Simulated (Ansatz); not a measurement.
# BSiH3ClO (SMILES [SiH3]O[B]Cl) at U-wB97X/cc-pVDZ

Aim: the energy change on altering one bond length of BSiH3ClO at U-wB97X/cc-pVDZ, from 2 runs. 

The calculation is run with Ansatz 0.2.0.

128 further runs of the same task are left out: 128 set aside as unsound or not needed.

### 1 The system as given

BSiH3ClO: 7 atoms, total charge 0, spin state doublet. As SMILES, `[SiH3]O[B]Cl`. Geometry: relaxed at PBE0-D4/def2-TZVP. This is one conformer, not always the lowest.

Bond lengths: Si1–O2 1.667 Å, O2–B3 1.324 Å, B3–Cl4 1.747 Å, Si1–H5 1.480 Å, Si1–H6 1.482 Å, Si1–H7 1.480 Å. Angles: Si1–O2–B3 133.9°, O2–B3–Cl4 123.5°, O2–Si1–H5 107.1°, O2–Si1–H6 109.9°, O2–Si1–H7 107.2°, H5–Si1–H6 110.9°, H5–Si1–H7 110.6°, H6–Si1–H7 110.9°.

### 2 The energy at U-wB97X/cc-pVDZ

in.yaml reads:

```yaml
crystal:
  periodic: [false, false, false]
  atoms:
    - {symbol: Si, position_ang: [-0.573000, 0.775400, 0.374800]}
    - {symbol: O, position_ang: [0.044900, -0.648400, -0.233600]}
    - {symbol: B, position_ang: [1.256200, -1.042100, -0.596600]}
    - {symbol: Cl, position_ang: [1.605000, -2.636800, -1.219100]}
    - {symbol: H, position_ang: [-1.201300, 0.456800, 1.676100]}
    - {symbol: H, position_ang: [0.515600, 1.766600, 0.541200]}
    - {symbol: H, position_ang: [-1.586300, 1.260400, -0.588400]}
basis:
  gaussian:
    orbitals: cc-pVDZ
magnetization:
  spin_polarized: true
  initial_magnetization: 1
hamiltonian:
  xc: {name: wB97X}
accuracy: high
output:
  orbitals: {seedname: orbitals}
```

Launch:

```sh
$ ansatz run in.yaml --threads 1 --pin off --max-ram 3480MiB --events-out events.jsonl --progress --plain --runs-dir runs
```

The program printed:

```text
Warning: RAYON_NUM_THREADS=1 ignored (pool sized by the plan → 1); use --threads N
Functional definition: wB97X
  name "wB97X"
  parameter omega = 0.3/bohr
  parameter cx = 0.157706
  parameter cx1 = 0.726479
  parameter cx2 = 1.04760
  parameter cx3 = -5.70635
  parameter cx4 = 13.2794
  parameter css1 = -4.33879
  parameter css2 = 18.2308
  parameter css3 = -31.7430
  parameter css4 = 17.2901
  parameter cos1 = 2.37031
  parameter cos2 = -11.3995
  parameter cos3 = 6.58405
  parameter cos4 = -3.78132
  exchange = spin_sum(e_x_unif_sr(omega)*poly(b97_u_x, 1 - cx, cx1, cx2, cx3, cx4)) + cx*exact_x_sr(omega)
      + exact_x_lr(omega)
  correlation = spin_sum(e_c_pw_same_spin*poly(b97_u_same, 1, css1, css2, css3, css4))
      + integral(e_c_pw_opposite_spin*poly(b97_u_opposite, 1, cos1, cos2, cos3, cos4))
1786 factors; integrals over basis functions are off by at most 6.3e-9 eV
370 factors; integrals over basis functions are off by at most 1.8e-9 eV
mean field evaluation 1: about -23169.3015 eV, gradient 2.9e1 eV
mean field evaluation 2: about -23168.4025 eV, gradient 3.5e1 eV
mean field evaluation 4: about -23172.5461 eV, gradient 9.8e-1 eV
mean field evaluation 8: about -23172.6525 eV, gradient 1.6e-1 eV
mean field evaluation 16: about -23172.6529 eV, gradient 3.2e-4 eV
mean field -23172.65294626 eV, -851.5792887866 hartree, gradient 7.3e-8 eV, S^2 0.753001; 0 other end points of the search recorded, 0 dependent functions left out
reference -23172.65294350 eV, -851.5792886853 hartree; 24, 23 occupied and 55, 56 virtual orbitals, 1786 factors
Total energy: -23172.65294350 eV, -851.5792886853 hartree
```

It took 43 s on 1 thread of Arm Neoverse V2, shared host; peak memory 0.76 GiB.

### 3 The distorted shape, same level

molecule.yaml reads:

```yaml
crystal:
  periodic: [false, false, false]
  atoms:
    - {symbol: Si, position_ang: [-0.677643, 1.253824, 0.561556]}
    - {symbol: O, position_ang: [-0.059743, -0.169976, -0.046844]}
    - {symbol: B, position_ang: [1.151557, -0.563676, -0.409844]}
    - {symbol: Cl, position_ang: [1.605000, -2.636800, -1.219100]}
    - {symbol: H, position_ang: [-1.305943, 0.935224, 1.862856]}
    - {symbol: H, position_ang: [0.410957, 2.245024, 0.727956]}
    - {symbol: H, position_ang: [-1.690943, 1.738824, -0.401644]}
basis:
  gaussian:
    orbitals: cc-pVDZ
magnetization:
  spin_polarized: true
  initial_magnetization: 1
hamiltonian:
  xc: {name: wB97X}
accuracy: high
output:
  orbitals: {seedname: orbitals}
```

Launch:

```sh
$ ansatz run molecule.yaml --threads 1 --pin off --max-ram 3480MiB --events-out events.jsonl --progress --plain --runs-dir runs
```

The program printed, cut to the lines that bear on the results:

```text
Warning: RAYON_NUM_THREADS=1 ignored (pool sized by the plan → 1); use --threads N
Functional definition: wB97X
  name "wB97X"
[...]
      + exact_x_lr(omega)
[...]
      + integral(e_c_pw_opposite_spin*poly(b97_u_opposite, 1, cos1, cos2, cos3, cos4))
1787 factors; integrals over basis functions are off by at most 4.0e-9 eV
379 factors; integrals over basis functions are off by at most 1.7e-9 eV
[...]
mean field -23171.47063764 eV, -851.5358397465 hartree, gradient 1.7e-8 eV, S^2 0.761579; 0 other end points of the search recorded, 0 dependent functions left out
reference -23171.47063476 eV, -851.5358396406 hartree; 24, 23 occupied and 55, 56 virtual orbitals, 1787 factors
Total energy: -23171.47063476 eV, -851.5358396406 hartree
```

Run time: 50 s. Hardware: 1 thread of Arm Neoverse V2, shared host; peak memory 0.76 GiB.

### 4 Summary of results

Level: U-wB97X/cc-pVDZ.

```
                                                          quantity          value
                                         first shape: total energy  -851.57929 Eh
                   first shape: HOMO energy (highest over α and β)       -8.14 eV
                    first shape: LUMO energy (lowest over α and β)       -0.17 eV
                                                 first shape: ⟨S²⟩          0.753
                                     distorted shape: total energy  -851.53584 Eh
               distorted shape: HOMO energy (highest over α and β)       -9.36 eV
                distorted shape: LUMO energy (lowest over α and β)       -1.39 eV
                                             distorted shape: ⟨S²⟩          0.762
energy change with the B3–Cl4 bond stretched from 1.747 to 2.271 Å       1.182 eV
```

With the B3–Cl4 bond stretched from 1.747 to 2.271 Å the energy rises by 1.18 eV (27 kcal/mol). The first shape isn't relaxed at this level, so the change isn't measured from a minimum.
